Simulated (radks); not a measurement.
# Ionisation energy and size from Tb to Lu

The task here is to estimate one member of a computed series from the others.

Program: radks (a radial shooting solver on a logarithmic mesh, Libxc functionals) version 1. Level of theory: scalar-relativistic Kohn-Sham, PBE, spin-polarised, spherical densities, finite nucleus; open shells are filled with parallel spins first. These are calculated values, not measurements, unless marked.

## What is computed

- species: Tb, Dy, Ho, Er, Tm, Yb, Lu
- runs: 14, each species and its next ion

The first run:

Settings of this run:

```text
Z 65
configuration [Xe] 4f9 6s2
relativity scalar-relativistic
functional pbe,pbe
spin polarised
nucleus finite rms 5.06 fm
c 137.035999084
```

Among the steps run: Tb, [Xe] 4f9 6s2; Tb⁺, [Xe] 4f9 6s1; Dy, [Xe] 4f10 6s2; Dy⁺, [Xe] 4f10 6s1; Ho, [Xe] 4f11 6s2; Ho⁺, [Xe] 4f11 6s1; Er, [Xe] 4f12 6s2; Er⁺, [Xe] 4f12 6s1; Tm, [Xe] 4f13 6s2; Tm⁺, [Xe] 4f13 6s1; Yb, [Xe] 4f14 6s2; Yb⁺, [Xe] 4f14 6s1; Lu, [Xe] 4f14 5d1 6s2; Lu⁺, [Xe] 4f14 6s2.

One table of the session follows, with a row left open; its other results are not shown here.

| species | Δ-SCF (eV) | −ε(HOMO) (eV) | its <r> (bohr) |
| --- | --- | --- | --- |
| Tb | 5.864 | 0.896 | 4.22 |
| Dy | 5.967 | 1.452 | 4.15 |
| Ho | 6.063 | 1.930 | 4.09 |
| Er | 6.156 | 2.345 | 4.03 |
| Tm | ? | ? | ? |
| Yb | 6.336 | 3.021 | 3.93 |
| Lu | 5.379 | 1.951 | 3.68 |

Estimate the missing values for Tm.

As computed: Δ-SCF (eV): 6.247; −ε(HOMO) (eV): 2.706; its <r> (bohr): 3.98. In the column «Δ-SCF (eV)» it lies between Er (6.156) and Yb (6.336).

Caveats from the session: For Tb, Dy, Ho, Er, Tm, Yb, Lu the highest level isn't the widest one, so −ε(HOMO) and <r> belong to different orbitals, and Δ-SCF follows the ion's typed configuration. Open shells are spherical and high-spin; term and fine-structure splittings are not resolved.
